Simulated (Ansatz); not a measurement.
**H₂Se (singlet): from Hartree-Fock to the top rungs at angle H2–Se1–H3 = 91.2°, cc-pVDZ**

An exercise on one series of results from a longer session: the logs are not shown, and one member is left open.

Program: Ansatz 0.2.0, Gaussian basis. Level of theory: cc-pVDZ, core rule «outside noble gas», up to 14 orbitals frozen. These are calculated values, not measurements.

To be run: UHF; CCSD(T) on RHF; BCCD(T) on RHF; CISD; CCSDT(Q) on RHF; CCSDTQ on RHF; CASSCF and MRCISD+Q, 2 electrons in 2 orbitals; CASSCF and NEVPT2, 2 electrons in 2 orbitals; CASSCF and MRCISD+Q, 8 electrons in 6 orbitals; CASSCF and NEVPT2, 8 electrons in 6 orbitals; Full CI.

14 further runs of the same task are left out: 10 that didn't finish, 4 set aside as unsound or not needed.

### What is computed

The geometry derives from a PBE0/def2-TZVP stationary point (not a proven minimum). One angle is set to the value named; bond lengths are kept. No spin-orbit coupling is included. The filled d shell of Se may be among the frozen orbitals whatever the setting's name suggests; the logs give the count.

3 atoms, charge 0, spin multiplicity 1.

Atoms are counted from 1 here; the program's logs count them from 0.

Bond lengths: Se1–H2 1.467 Å, Se1–H3 1.467 Å. Angles: H2–Se1–H3 91.2°.

The first run:

The input, in.yaml:

```yaml
crystal:
  periodic: [false, false, false]
  atoms:
    - {symbol: Se, position_ang: [0.000000, -0.025554, 0.000000]}
    - {symbol: H, position_ang: [0.000000, 1.000943, -1.047791]}
    - {symbol: H, position_ang: [0.000000, 1.000939, 1.047795]}
basis:
  gaussian: {orbitals: cc-pVDZ}
magnetization: {spin_polarized: true, initial_magnetization: 0}
hamiltonian: {xc: hf}
output: {orbitals: {seedname: orbitals}}
```

Run with:

```
ansatz run in.yaml --threads 1 --pin off --events-out ev --progress --plain --max-ram 2393MiB
```

Steps of the session up to this table: UHF; CCSD(T) on RHF; BCCD(T) on RHF; CISD; CCSDT(Q) on RHF; CCSDTQ on RHF; CASSCF and MRCISD+Q, 2 electrons in 2 orbitals; CASSCF and NEVPT2, 2 electrons in 2 orbitals; CASSCF and MRCISD+Q, 8 electrons in 6 orbitals; CASSCF and NEVPT2, 8 electrons in 6 orbitals; Full CI.

One of the session's tables, all rows but one given; the rest of the session is left out.

| method | from FCI (kcal/mol) |
| --- | --- |
| RHF | +96.09 |
| RMP2 | +15.90 |
| CISD | +6.43 |
| RCCSD | +2.24 |
| RCCSD(T) | +0.39 |
| BCCD(T) | +0.38 |
| RCCSDT | +0.14 |
| RCCSDT(Q) | +0.02 |
| RCCSDTQ | +0.01 |
| CASSCF pair | ? |
| NEVPT2 pair | +15.29 |
| MRCISD pair | +5.00 |
| MRCISD+Q pair | -0.30 |
| CASSCF valence | +73.44 |
| NEVPT2 valence | +16.55 |
| MRCISD valence | +3.53 |
| MRCISD+Q valence | -0.18 |
| FCI | 0 |

Estimate the missing values for CASSCF pair.

**Answer.** from FCI (kcal/mol): +85.81. In the column «from FCI (kcal/mol)» it lies between CASSCF valence (+73.44) and RHF (+96.09).

Caveats from the session: MRCISD+Q pair, MRCISD+Q valence fall below full CI: the +Q correction isn't variational, and the cores differ from full CI's.
